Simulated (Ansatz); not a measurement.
**LuCd: how the settings move a relaxation**

Question: which choices in the input matter for LuCd?

Method: reference: DFT, LDA, PAW with Ansatz's default frozen-core files, scalar-relativistic; relaxation of cell and atoms, in Ansatz 0.2.0.

### Step 1. The structure to begin with

It takes space group Pm-3m (No. 221, cubic). Conventional cell: a = 3.641 Å, b = 3.641 Å, c = 3.641 Å, α = 90.00°, β = 90.00°, γ = 90.00°. Lu (site symmetry m-3m) is surrounded by 8 Cd at 3.15 Å. Cd (site symmetry m-3m) is surrounded by 8 Lu at 3.15 Å.

Structure file:

```xyz
2
Lattice="3.6410 0.0000 0.0000 0.0000 3.6410 0.0000 0.0000 0.0000 3.6410" Properties=species:S:1:pos:R:3 pbc="T T T"
Lu    1.8205    1.8205    1.8205
Cd    0.0000    0.0000    0.0000
```

### Step 2. Reference

The input, input.yaml:

```yaml
crystal:
  lattice:
    - [3.64099005, 0.0, 0.0]
    - [0.0, 3.64099005, 0.0]
    - [0.0, 0.0, 3.64099005]
  atoms:
    - { symbol: Lu, position: [0.5, 0.5, 0.5] }
    - { symbol: Cd, position: [0.0, 0.0, 0.0] }
kpoints:
  mp_grid: { grid: [10, 10, 10] }
scf:
  occupations: { method: fermi_dirac, width: 0.1 }
hamiltonian:
  xc: lda
  pseudopotentials: { kind: paw }
relax:
  f_tol: 0.002
  max_steps: 80
  cell: {}
output:
  forces: true
  stress: true
```

Started as:

```console
$ ansatz run input.yaml --threads 2 --pin off --max-ram 5120MiB --backend cpu --events-out ev --progress --plain --runs-dir out
```

### Step 3. Changing settings: scf.algorithm density_mixing, dr2_threshold 1.0e-09, n_extra_bands 2

input.yaml: that of step 2 with these lines changed.

```diff
@@ -12,2 +12,5 @@
   occupations: { method: fermi_dirac, width: 0.1 }
+  algorithm: density_mixing
+  convergence: { dr2_threshold: 1.0e-09 }
+  n_extra_bands: 2
 hamiltonian:
```

What does the calculation give? Wanted: for each run, ending; energy change; pressure; gap; force.

The runs gave:

```tsv
run	ending	energy change	pressure (GPa)	gap (eV)	force (eV/Å)	cycles	time
reference	converged	0	0.0	0.00	0.00	38	12 s
1: scf.algorithm density_mixing, dr2_threshold 1.0e-09, n_extra_bands 2	converged	0.0 meV/atom	0.0	0.00	0.00	42	12 s
```

What this shows: With the changed solver, convergence setting and band count the energy agrees within 0.5 meV/atom. Cost: 42 SCF cycles against 38.
